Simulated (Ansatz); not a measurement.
# B3N3H6 (borazine) at HF/STO-3G

What is the electronic atomisation energy of B3N3H6 (borazine) at HF/STO-3G? 

The calculation is run with Ansatz 0.2.0.

43 further runs of the same task are left out: 1 that didn't finish, 42 set aside as unsound or not needed.

### Step 1. The system as given

B3N3H6 has 12 atoms, charge 0, and is taken as a singlet. SMILES: `B1NBNBN1`. The coordinates come from a PBE0-D4/def2-TZVP relaxation. This is one conformer, not always the lowest.

Bond lengths: B1–N2 1.425 Å, N2–B3 1.425 Å, B3–N4 1.425 Å, N4–B5 1.425 Å, B1–N6 1.425 Å, B5–N6 1.425 Å, B1–H7 1.197 Å, N2–H8 1.006 Å, B3–H9 1.197 Å, N4–H10 1.006 Å, B5–H11 1.197 Å, N6–H12 1.006 Å. Some angles: B1–N2–B3 122.9°, N2–B1–N6 117.1°, N2–B3–N4 117.1°, B3–N4–B5 122.9°, N4–B5–N6 117.1°, B1–N6–B5 122.9°, B1–N2–H8 118.6°, B3–N2–H8 118.6°, N2–B1–H7 121.4°, N6–B1–H7 121.4°.

### Step 2. A single-point energy at HF/STO-3G

The input, input.yaml:

```yaml
crystal:
  periodic: [false, false, false]
  atoms:
    - symbol: B
      position_ang: [-0.725600, -1.223220, 0.253660]
    - symbol: N
      position_ang: [0.524170, -0.956610, 0.883320]
    - symbol: B
      position_ang: [1.265120, 0.238610, 0.655490]
    - symbol: N
      position_ang: [0.704960, 1.188460, -0.246430]
    - symbol: B
      position_ang: [-0.539530, 0.984630, -0.909140]
    - symbol: "N"
      position_ang: [-1.229160, -0.231820, -0.636840]
    - symbol: H
      position_ang: [-1.326890, -2.236960, 0.463830]
    - symbol: H
      position_ang: [0.899850, -1.642240, 1.516360]
    - symbol: H
      position_ang: [2.313570, 0.436330, 1.198680]
    - symbol: H
      position_ang: [1.210210, 2.040210, -0.423070]
    - symbol: H
      position_ang: [-0.986620, 1.800580, -1.662600]
    - symbol: H
      position_ang: [-2.110080, -0.397960, -1.093280]
basis:
  gaussian: {orbitals: STO-3G}
hamiltonian: {xc: hf}
accuracy: high
output: {orbitals: {seedname: orbitals}}
```

Started as:

```bash
$ ansatz run input.yaml --threads 1 --pin off --max-ram 3480MiB --events-out events.jsonl --progress --plain --runs-dir runs
```

What it wrote:

```text
Warning: RAYON_NUM_THREADS=1 ignored (pool sized by the plan → 1); use --threads N
Functional definition: HF
  name "HF"
  exchange = exact_x
  correlation = 0
803 factors; integrals over basis functions are off by at most 4.3e-9 eV
mean field evaluation 1: about -6478.2279 eV, gradient 2.2e1 eV
mean field evaluation 2: about -6478.4189 eV, gradient 2.2e1 eV
mean field evaluation 4: about -6480.2401 eV, gradient 1.7e0 eV
mean field evaluation 8: about -6480.2499 eV, gradient 4.9e-5 eV
mean field -6480.24993911 eV, -238.1447927911 hartree, gradient 9.2e-9 eV, S^2 0.000000; 0 other end points of the search recorded, 0 dependent functions left out
reference -6480.24993911 eV, -238.1447927911 hartree; 21, 21 occupied and 15, 15 virtual orbitals, 803 factors
Total energy: -6480.24993911 eV, -238.1447927911 hartree
```

It took 1.2 s on 1 thread of Intel Xeon Platinum 8175M at 2.50GHz (Skylake/Cascade Lake), shared host; peak memory 0.1 GiB.

### Step 3. The B atom, same level

The input, run.yaml:

```yaml
crystal:
  periodic: [false, false, false]
  atoms:
    - {symbol: B, position_ang: [0.000000, 0.000000, 0.000000]}
basis:
  gaussian: {orbitals: STO-3G}
magnetization: {spin_polarized: true, initial_magnetization: 1}
accuracy: high
hamiltonian: {xc: hf}
```

Run the same way, it converges to -24.14899 Eh (log not shown).

### Step 4. The H atom

The input, run.yaml:

```yaml
crystal:
  periodic: [false, false, false]
  atoms:
    - {symbol: H, position_ang: [0.000000, 0.000000, 0.000000]}
basis:
  gaussian:
    orbitals: STO-3G
hamiltonian:
  xc: hf
accuracy: high
magnetization:
  spin_polarized: true
  initial_magnetization: 1
```

Run the same way, it converges to -0.46658 Eh (log not shown).

### Step 5. The N atom at the same level

The input, job.yaml:

```yaml
crystal:
  periodic: [false, false, false]
  atoms:
    - symbol: "N"
      position_ang: [0.000000, 0.000000, 0.000000]
basis:
  gaussian:
    orbitals: STO-3G
total_charge: 0
magnetization:
  spin_polarized: true
  initial_magnetization: 3
hamiltonian:
  xc: hf
accuracy: high
```

Run the same way, it converges to -53.71901 Eh (log not shown).

### Step 6. What came out

Level: HF/STO-3G.

| quantity | value |
| --- | --- |
| molecule: total energy | -238.14479 Eh |
| molecule: HOMO energy | -9.14 eV |
| molecule: LUMO energy | 8.67 eV |
| molecule: HOMO–LUMO gap | 17.82 eV |
| B atom: total energy | -24.14899 Eh |
| B atom: ⟨S²⟩ | 0.750 |
| H atom: total energy | -0.46658 Eh |
| H atom: ⟨S²⟩ | 0.750 |
| N atom: total energy | -53.71901 Eh |
| N atom: ⟨S²⟩ | 3.750 |
| electronic atomisation energy | 47.383 eV |

In words: Taking the molecule apart into free atoms costs 47.38 eV (4572 kJ/mol), before zero-point energy and without spin-orbit coupling. Hartree–Fock lacks the correlation of the bonding pairs, which as a rule makes this value much too low; in minimal bases other errors can mask that. In a minimal basis such a difference can be off by several eV, whatever the method.
